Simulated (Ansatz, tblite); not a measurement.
# The cluster Ge4Te3: one state, many levels

How do method and basis change the picture of the cluster Ge4Te3 (singlet)?

Computed with Ansatz 0.2.0, Gaussian basis. Level: as each input shows.

Levels to be run: GFN1-xTB, GFN2-xTB, PBE-D4/def2-TZVP, r2SCAN-D4/def2-TZVP, revPBE-D4/def2-TZVP, B3LYP-D4/def2-TZVP, PBE-D4/def2-SVP, PBE0-D4/def2-SVP, PBE-D4/def2-TZVPD, MP2/def2-SVP, RPA/def2-SVP.

13 further runs of the same task are left out: 10 that didn't finish, 3 set aside as unsound or not needed. Runs told in other sessions of the task aren't counted.

### 1 The geometry

The geometry is that of the singlet, from an earlier relaxation (PBE0-D4/def2-SVP). At that level it is the lowest of the isomers that a small search found.

7 atoms, charge 0, spin multiplicity 1.

Bond lengths: Ge1–Te6 2.952 Å, Ge1–Te7 2.579 Å, Ge2–Te5 2.758 Å, Ge2–Te6 2.795 Å, Ge3–Te5 2.701 Å, Ge3–Te6 2.819 Å, Ge4–Te5 2.787 Å, Ge4–Te6 2.852 Å, Ge4–Te7 2.675 Å. Angles: Te6–Ge1–Te7 93.2°, Te5–Ge2–Te6 86.4°, Te5–Ge3–Te6 87.1°, Te5–Ge4–Te6 84.8°, Te5–Ge4–Te7 96.5°, Te6–Ge4–Te7 93.5°, Ge2–Te5–Ge3 55.0°, Ge2–Te5–Ge4 90.1°, Ge3–Te5–Ge4 87.3°, Ge1–Te6–Ge2 108.2°, Ge1–Te6–Ge3 55.0°, Ge1–Te6–Ge4 80.1°, Ge2–Te6–Ge3 53.4°, Ge2–Te6–Ge4 88.1°, Ge3–Te6–Ge4 83.8°, Ge1–Te7–Ge4 90.6°.

Geometry (Å):

```xyz
7

Ge    2.2762   -0.7131    0.0988
Ge   -1.4768    0.9544   -2.0971
Ge    0.8007    1.1962   -1.0400
Ge   -1.2412   -0.9257    1.3416
Te   -1.3198    1.7428    0.5412
Te   -0.2366   -1.4144   -1.2820
Te    1.1976   -0.8402    2.4375
```

Te takes a core potential in the def2 sets. No spin-orbit coupling is included.

PBE0-D4/def2-TZVP was run before; its log isn't repeated, and its numbers join the tables.

### 2 GFN1-xTB

Tight binding, by tblite at 300 K electronic temperature and without a spin-polarisation term:

```python
tblite.interface.Calculator('GFN1-xTB', numbers, positions, charge=0, uhf=0).singlepoint()
```

Energy -495.3160 eV, HOMO -9.09 eV, LUMO -7.72 eV; 0.04 s.

### 3 GFN2-xTB

Tight binding, by tblite at 300 K electronic temperature and without a spin-polarisation term:

```python
tblite.interface.Calculator('GFN2-xTB', numbers, positions, charge=0, uhf=0).singlepoint()
```

Energy -467.9538 eV, HOMO -8.13 eV, LUMO -6.59 eV; 0.048 s.

### 4 PBE-D4/def2-TZVP

start.molden holds the orbitals of an earlier run on this state, given as this run's starting guess.

File in.yaml:

```yaml
crystal:
  periodic: [false, false, false]
  atoms:
    - {symbol: Ge, position_ang: [2.276152, -0.713105, 0.098756]}
    - {symbol: Ge, position_ang: [-1.476832, 0.954377, -2.097065]}
    - {symbol: Ge, position_ang: [0.800722, 1.196156, -1.040049]}
    - {symbol: Ge, position_ang: [-1.241198, -0.925659, 1.341605]}
    - {symbol: Te, position_ang: [-1.319822, 1.742834, 0.541199]}
    - {symbol: Te, position_ang: [-0.236590, -1.414398, -1.281989]}
    - {symbol: Te, position_ang: [1.197558, -0.840194, 2.437543]}
basis:
  gaussian: {orbitals: def2-TZVP, initial_orbitals: start.molden}
hamiltonian: {xc: pbe, dispersion: d4}
scf: {omitted_lower_state_checks: [starts]}
output: {orbitals: {seedname: orbitals}}
```

Launch:

```console
> ansatz run in.yaml --threads 4 --pin off --events-out ev --progress --plain --max-ram 4787MiB
```

Further steps of the session: r2SCAN-D4/def2-TZVP; revPBE-D4/def2-TZVP; B3LYP-D4/def2-TZVP; PBE-D4/def2-SVP; PBE0-D4/def2-SVP; PBE-D4/def2-TZVPD; MP2/def2-SVP; RPA/def2-SVP.

**Question.** What will the summary of the whole plan be? Wanted: gap in def2-TZVP, named functionals, smallest and largest; correlation energy, MP2/def2-SVP; binding an atom, functionals in def2-TZVP; PBE0 total energy, smallest basis above largest.

**Answer**, as computed:

| quantity | value |
| --- | --- |
| gap in def2-TZVP, named functionals, smallest and largest | 1.43 eV (PBE-D4), 2.73 eV (PBE0-D4) |
| correlation energy, MP2/def2-SVP | -33.75 eV |
| binding an atom, functionals in def2-TZVP | 2.75 (B3LYP-D4) to 3.01 eV (PBE-D4) |
| PBE0 total energy, smallest basis above largest | 29.23 eV (def2-SVP, def2-TZVP) |

In words: Orbital gaps of the named functionals in def2-TZVP span 1.43 eV (PBE-D4) to 2.73 eV (PBE0-D4); exact exchange widens it.
